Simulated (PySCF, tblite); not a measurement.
**C2H9BrOSi3: geometry, infrared bands and NMR shifts**

What infrared bands and NMR shifts should C2H9BrOSi3 (`O[Si@@H]1[SiH2]C[C@@H](Br)[SiH2]1`) show?

The runs use tblite 0.8.0 and PySCF 2.14.0, with density-fitted response routines of our own; the level of theory stands in each step. All values are computed, except where a source is named. Atoms count from 0, in the outputs and in this text.

## Step 1: The starting structure

16 atoms, charge 0, multiplicity 1; geometry from: force field or distance geometry start.

Bonds of the start (Å): O0–Si1 1.71, Si1–Si2 2.24, Si2–C3 1.86, C3–C4 1.49, C4–Br5 1.94, C4–Si6 1.85, Si6–Si1 2.25, O0–H7 1.00, Si1–H8 1.44, Si2–H9 1.46, Si2–H10 1.45, C3–H11 1.11, C3–H12 1.13, C4–H13 1.11, Si6–H14 1.46, Si6–H15 1.46.

## Step 2: Relaxing the molecule with GFN2-xTB

Job settings and geometry (Å):

```
{"job": {"kind": "relax", "xc": "GFN2-xTB", "basis": "xTB"}, "charge": 0, "multiplicity": 1}
O      1.414900     2.027500     1.268000
Si     0.877800     1.452100    -0.247600
Si    -1.303300     0.939500    -0.220400
C     -1.076900    -0.706500     0.623900
C     -0.175100    -1.544400    -0.212400
Br    -1.075300    -1.844300    -1.901400
Si     1.465000    -0.714800    -0.419800
H      0.779700     1.818900     2.017000
H      1.280100     2.237500    -1.379300
H     -1.802900     0.687700    -1.568600
H     -2.100800     1.879000     0.546700
H     -2.046000    -1.191600     0.839700
H     -0.558600    -0.506900     1.605700
H     -0.027000    -2.527700     0.288300
H      1.871700    -0.887800    -1.814200
H      2.469000    -1.109400     0.563200
```

The run is started by

```sh
$ OMP_NUM_THREADS=1 python probes_run.py task.json out
```

One launch serves the whole session: the jobs run in the order shown.

The program printed:

```text
step      E/eV     max force
  0    -603.80236    2.230
  1    -604.07961    0.910
  2    -604.18040    0.621
  3    -604.26279    0.983
  4    -604.37004    0.833
  5    -604.42549    0.646
  6    -604.47946    0.534
  7    -604.53609    0.470
  8    -604.57846    0.498
  9    -604.61362    0.428
 10    -604.64364    0.388
 11    -604.66409    0.352
 12    -604.67921    0.283
 13    -604.68616    0.153
 14    -604.68954    0.140
 15    -604.69319    0.203
 16    -604.69760    0.214
 17    -604.70228    0.187
 18    -604.70583    0.143
 19    -604.70832    0.154
 20    -604.71076    0.147
 21    -604.71373    0.157
 22    -604.71674    0.156
 23    -604.71908    0.101
 24    -604.72084    0.122
 25    -604.72278    0.136
 26    -604.72568    0.182
 27    -604.72976    0.222
 28    -604.73446    0.217
 29    -604.73898    0.200
 30    -604.74347    0.172
 31    -604.74864    0.185
 32    -604.75354    0.162
 33    -604.75695    0.231
 34    -604.75743    0.366
 35    -604.76091    0.125
 36    -604.76288    0.095
 37    -604.76780    0.132
 38    -604.77057    0.112
 39    -604.77345    0.135
 40    -604.77547    0.186
 41    -604.77969    0.162
 42    -604.78287    0.174
 43    -604.78688    0.206
 44    -604.79034    0.208
 45    -604.79324    0.193
 46    -604.79569    0.333
 47    -604.79843    0.185
 48    -604.80130    0.153
 49    -604.80389    0.127
 50    -604.80516    0.113
 51    -604.80730    0.145
 52    -604.80921    0.170
 53    -604.81177    0.136
 54    -604.81399    0.113
 55    -604.81626    0.133
 56    -604.81930    0.149
 57    -604.82387    0.209
 58    -604.82904    0.183
 59    -604.83263    0.124
 60    -604.83421    0.104
 61    -604.83548    0.098
 62    -604.83673    0.098
 63    -604.83927    0.098
 64    -604.84109    0.118
 65    -604.84277    0.078
 66    -604.84385    0.069
 67    -604.84477    0.059
 68    -604.84548    0.065
 69    -604.84604    0.058
 70    -604.84650    0.050
 71    -604.84694    0.043
 72    -604.84743    0.052
 73    -604.84792    0.045
 74    -604.84833    0.044
 75    -604.84864    0.043
 76    -604.84893    0.043
 77    -604.84923    0.044
 78    -604.84956    0.048
 79    -604.84993    0.052
 80    -604.85030    0.048
 81    -604.85065    0.043
 82    -604.85100    0.047
 83    -604.85131    0.041
 84    -604.85155    0.036
 85    -604.85171    0.034
 86    -604.85185    0.027
 87    -604.85200    0.033
 88    -604.85218    0.041
 89    -604.85236    0.045
 90    -604.85248    0.029
 91    -604.85256    0.020
 92    -604.85263    0.024
 93    -604.85275    0.040
 94    -604.85291    0.051
 95    -604.85305    0.037
 96    -604.85312    0.014
 97    -604.85314    0.011
 98    -604.85316    0.017
 99    -604.85320    0.024
100    -604.85324    0.022
101    -604.85329    0.013
102    -604.85331    0.010
103    -604.85332    0.008
```

Wall time 1.7 s (1 thread of Arm Neoverse N1, shared host); peak memory 0.18 GiB.

Along the way: (not every step is listed)

```
step  energy from step 0 (eV)  largest force (eV/Å)
   0                   0.0000                2.2301
   1                  -0.2772                0.9101
   2                  -0.3780                0.6211
   3                  -0.4604                0.9829
   4                  -0.5677                0.8325
   5                  -0.6231                0.6462
   6                  -0.6771                0.5336
   7                  -0.7337                0.4704
   8                  -0.7761                0.4983
  17                  -0.8999                0.1870
  26                  -0.9233                0.1823
  35                  -0.9585                0.1252
  44                  -0.9880                0.2085
  53                  -1.0094                0.1363
  62                  -1.0344                0.0982
  71                  -1.0446                0.0432
  80                  -1.0479                0.0481
  89                  -1.0500                0.0447
  98                  -1.0508                0.0169
  99                  -1.0508                0.0239
 100                  -1.0509                0.0221
 101                  -1.0509                0.0126
 102                  -1.0509                0.0099
 103                  -1.0510                0.0078
```

Distances of close pairs at the start and the end, largest changes first:

```
   bond  before (Å)  after (Å)  change (Å)
Si1–Si2       2.241      2.335      +0.094
 C4–Si6       1.850      1.931      +0.081
Si1–Si6       2.252      2.328      +0.077
 O0–Si1       1.708      1.636      -0.072
 Si2–C3       1.864      1.927      +0.063
  O0–H7       1.004      0.952      -0.052
 C4–Br5       1.937      1.986      +0.049
 C3–H12       1.128      1.095      -0.033
```

The end geometry stands in the next job.

## Step 3: Vibrational analysis with GFN2-xTB

Job settings and geometry (Å):

```
{"job": {"kind": "ir", "xc": "GFN2-xTB", "basis": "xTB"}, "charge": 0, "multiplicity": 1}
O      1.562967     2.518205     0.619413
Si     0.830911     1.452145    -0.382018
Si    -1.411985     1.000637     0.084041
C     -1.254144    -0.880184     0.472088
C     -0.157907    -1.568055    -0.323346
Br    -0.602351    -1.475091    -2.256914
Si     1.578830    -0.741306    -0.157724
H      1.553837     2.447343     1.568450
H      1.148565     2.112334    -1.646486
H     -2.372271     1.174254    -1.008787
H     -2.030945     1.597441     1.280093
H     -2.210701    -1.380374     0.302578
H     -1.018109    -1.025273     1.531192
H     -0.135466    -2.638382    -0.113826
H      2.434410    -1.405647    -1.142802
H      2.076761    -1.179105     1.162638
```

The program printed:

```text
mode    cm-1     km/mol
  1      44.6      0.27
  2      84.1      0.99
  3     130.3      1.84
  4     160.2      2.63
  5     188.2      9.07
  6     227.3      2.19
  7     257.7      1.69
  8     276.4    127.08
  9     358.4      0.80
 10     378.7     15.23
 11     396.5     22.69
 12     417.5     10.28
 13     438.2      5.84
 14     513.0      7.21
 15     523.2    272.01
 16     552.1      2.26
 17     582.7     42.68
 18     627.8     64.09
 19     650.3     53.46
 20     669.3     15.75
 21     703.0    507.60
 22     708.0     59.09
 23     772.3    236.26
 24     791.3    111.93
 25     800.0    361.93
 26     811.3     30.29
 27     871.0    169.51
 28    1048.0      5.22
 29    1103.6     22.21
 30    1166.2     23.72
 31    1184.0     13.94
 32    1288.3      6.99
 33    1482.7      5.08
 34    2137.1    310.37
 35    2170.1    417.07
 36    2238.7    117.05
 37    2245.4    217.56
 38    2253.4    428.41
 39    2933.0     39.23
 40    2945.2     21.48
 41    2962.6     16.89
 42    3690.2     11.74
```

Wall time 1.3 s (1 thread of Arm Neoverse N1, shared host); peak memory 0.18 GiB.

The strongest bands and the atoms that carry them (share of the mass-weighted mode):

```
cm⁻¹  km/mol                                  atoms
 523   272.0                      H8 71 %, Si1 14 %
 703   507.6  Si2 17 %, C3 14 %, H10 14 %, H14 11 %
 772   236.3              H7 52 %, O0 11 %, H8 10 %
 800   361.9                     H15 33 %, H14 33 %
2137   310.4                               H15 95 %
2170   417.1                               H10 95 %
2245   217.6             H8 50 %, H14 30 %, H9 17 %
2253   428.4                      H14 66 %, H8 24 %
```

## Step 4: Nuclear shieldings: PBE0/pcSseg-1

The job, as its differences from that of step 3:

```diff
@@ -1,2 +1,2 @@
-{"job": {"kind": "ir", "xc": "GFN2-xTB", "basis": "xTB"}, "charge": 0, "multiplicity": 1}
+{"job": {"kind": "nmr", "xc": "PBE0", "basis": "pcSseg-1"}, "charge": 0, "multiplicity": 1}
 O      1.562967     2.518205     0.619413
```

Level: GIAO PBE0/pcSseg-1 NMR shielding, non-relativistic, gas phase.

The program printed:

```text
coarse grid: 64360 points
cycle   1  E = -3598.2461894767  dE = -6.094e-01  |g| = 1.006e+00  |ddm| = 3.795e+00
cycle   2  E = -3598.0759026939  dE =  1.703e-01  |g| = 1.247e+00  |ddm| = 1.957e+00
cycle   3  E = -3598.3463959463  dE = -2.705e-01  |g| = 2.709e-01  |ddm| = 1.643e+00
cycle   4  E = -3598.3587735013  dE = -1.238e-02  |g| = 5.282e-02  |ddm| = 2.660e-01
cycle   5  E = -3598.3591204242  dE = -3.469e-04  |g| = 2.334e-02  |ddm| = 6.214e-02
cycle   6  E = -3598.3592596210  dE = -1.392e-04  |g| = 5.888e-03  |ddm| = 3.000e-02
cycle   7  E = -3598.3592684941  dE = -8.873e-06  |g| = 2.068e-03  |ddm| = 7.846e-03
final grid: 130824 points
cycle   8  E = -3598.3592760336  dE =  1.090e-06  |g| = 2.964e-03  |ddm| = 4.678e-03
cycle   9  E = -3598.3592731287  dE =  2.905e-06  |g| = 4.494e-03  |ddm| = 6.407e-03
cycle  10  E = -3598.3592781671  dE = -5.038e-06  |g| = 3.702e-04  |ddm| = 4.041e-03
cycle  11  E = -3598.3592782040  dE = -3.689e-08  |g| = 2.256e-05  |ddm| = 3.853e-04
cycle  12  E = -3598.3592782041  dE = -9.550e-11  |g| = 8.568e-06  |ddm| = 3.014e-05
converged SCF energy = -3598.3592782041

GIAO shielding tensors (ppm)
atom      isotropic    diamagn.    paramagn.     s11        s22        s33       span
  0 O      341.285     384.224     -42.939    276.590    339.132    408.131    131.541
  1 Si     350.236     876.735    -526.499    268.997    326.086    455.626    186.628
  2 Si     429.618     879.906    -450.287    406.379    410.951    471.525     65.146
  3 C      164.567     251.907     -87.341    147.037    156.001    190.662     43.625
  4 C      133.996     251.111    -117.115    101.742    129.444    170.802     69.060
  5 Br    2155.809    3124.526    -968.717   1600.155   2032.552   2834.719   1234.565
  6 Si     413.988     880.063    -466.074    377.433    399.915    464.617     87.184
  7 H       32.079      31.352       0.726     22.942     28.227     45.067     22.125
  8 H       25.496      27.833      -2.337     21.457     26.256     28.775      7.318
  9 H       27.648      28.940      -1.292     23.434     26.469     33.042      9.607
 10 H       27.819      29.254      -1.435     24.445     25.174     33.839      9.394
 11 H       29.508      30.274      -0.766     24.613     27.926     35.985     11.372
 12 H       30.402      31.715      -1.313     24.929     27.443     38.835     13.905
 13 H       27.191      30.521      -3.331     21.710     25.688     34.174     12.463
 14 H       27.623      29.269      -1.646     23.214     26.602     33.053      9.840
 15 H       27.452      29.831      -2.379     23.677     24.715     33.965     10.287
```

It took 67 s on 1 thread of Arm Neoverse N1, shared host; peak memory 0.87 GiB.

The references, computed at this level on geometries of the same kind, shield at (ppm): ¹H TMS 31.72, ¹³C TMS 186.9, ²⁹Si TMS 349.2, ¹⁷O H2O 336.1, ⁷⁹Br HBr 2622. Their shielding less the atom's gives the shift. The references are single molecules in the gas phase, so shifts against H2O, NH3, PH3, H3PO4 or CFCl3 are not on the usual liquid scales and can be off by tens of ppm.

```
atoms                                                    environment  σ (ppm)  δ (ppm)  δ scaled to CDCl3
   C4                                     sp3 CH bonded to Br and Si    134.0     52.9               34.9
   C3                                           sp3 CH2 bonded to Si    164.6     22.4               19.9
   H8  hydrogen on a silicon bonded to O, 2 Si, in a 5-membered ring    25.50     6.22                  –
  H13                      hydrogen on an sp3 CH bonded to Br and Si    27.19     4.53               4.37
  H15    hydrogen on a silicon bonded to C, Si, in a 5-membered ring    27.45     4.26                  –
  H14    hydrogen on a silicon bonded to C, Si, in a 5-membered ring    27.62     4.09                  –
   H9    hydrogen on a silicon bonded to C, Si, in a 5-membered ring    27.65     4.07                  –
  H10    hydrogen on a silicon bonded to C, Si, in a 5-membered ring    27.82     3.90                  –
  H11                            hydrogen on an sp3 CH2 bonded to Si    29.51     2.21               2.19
  H12                            hydrogen on an sp3 CH2 bonded to Si    30.40     1.31               1.34
   H7                             hydrogen on an oxygen bonded to Si    32.08    -0.36                  –
   O0                                         oxygen bonded to Si, H    341.3     -5.2                  –
  Si1             silicon bonded to O, 2 Si, H, in a 5-membered ring    350.2     -1.1                  –
  Si6             silicon bonded to C, Si, 2 H, in a 5-membered ring    414.0    -64.8                  –
  Si2             silicon bonded to C, Si, 2 H, in a 5-membered ring    429.6    -80.5                  –
  Br5                                            bromine bonded to C     2156      466                  –
```

The scaled column applies a straight-line fit of computed shieldings to shifts measured in CDCl3, with any fitted terms for Cl, Br or S neighbours (root-mean-square error 0.16 ppm for H, 1.9 ppm for C).

The run also stored atomic charges by several schemes (e):

```
atoms  Mulliken    IAO  Hirshfeld  ESP fit
   O0     -0.55  -0.78      -0.31    -0.62
  Si1      0.45   0.62       0.25     0.35
  Si2      0.29   0.39       0.22     0.23
   C3     -0.45  -0.52      -0.17    -0.32
   C4     -0.50  -0.37      -0.09    -0.48
  Br5     -0.15  -0.09      -0.02    -0.08
  Si6      0.34   0.39       0.21     0.25
```

Mayer bond orders: O0–Si1 0.98, Si1–Si2 0.85, Si2–C3 0.87, C3–C4 1.00, C4–Br5 0.97, C4–Si6 0.80, Si6–Si1 0.84.

Ring of atoms Si1, Si2, C3, C4, Si6: NICS(0) -2.8, NICS(1) -3.6, NICS(1)zz -4.6 ppm (means of both faces; NICS(1) differs between them: -5.3 and -1.9).

The two faces differ (NICS(1)zz -9.1 and -0.1 ppm).

## Step 5: What came out

```
                                 quantity                                                      value
strongest single infrared mode (GFN2-xTB)                                       703 cm⁻¹, 508 km/mol
             zero-point energy (GFN2-xTB)                                              62.6 kcal/mol
   ¹³C shifts against TMS (PBE0/pcSseg-1)                                             52.9, 22.4 ppm
    ¹H shifts against TMS (PBE0/pcSseg-1)  6.22, 4.53, 4.26, 4.09, 4.07, 3.90, 2.21, 1.31, -0.36 ppm
   ¹⁷O shifts against H2O (PBE0/pcSseg-1)                                                   -5.2 ppm
  ²⁹Si shifts against TMS (PBE0/pcSseg-1)                                     -1.1, -64.8, -80.5 ppm
  ⁷⁹Br shifts against HBr (PBE0/pcSseg-1)                                                    466 ppm
```

What this shows: Over 103 steps the energy fell by 1.051 eV; of the close pairs, Si1–Si2 changed most, 2.241 to 2.335 Å. No mode is imaginary among the 42: a minimum at this level. The strongest single mode, at 703 cm⁻¹, has its largest shares on Si2, C3, H10 and H14 (the list is cut at 4 atoms). GFN2-xTB is a fitted tight-binding method: band positions and strengths are rough. Its intensities can rank the bands wrongly. C4 stands next to heavy halogen, whose spin-orbit shielding this run leaves out, so the computed shift lies too far downfield, most of all for carbon beside Br or I. At PBE0/pcSseg-1: The widest tensor belongs to Br5: span 1235 ppm, with a paramagnetic part of -969 ppm. Spin-orbit coupling is left out, which matters for shieldings and couplings at and beside the heavy atoms.
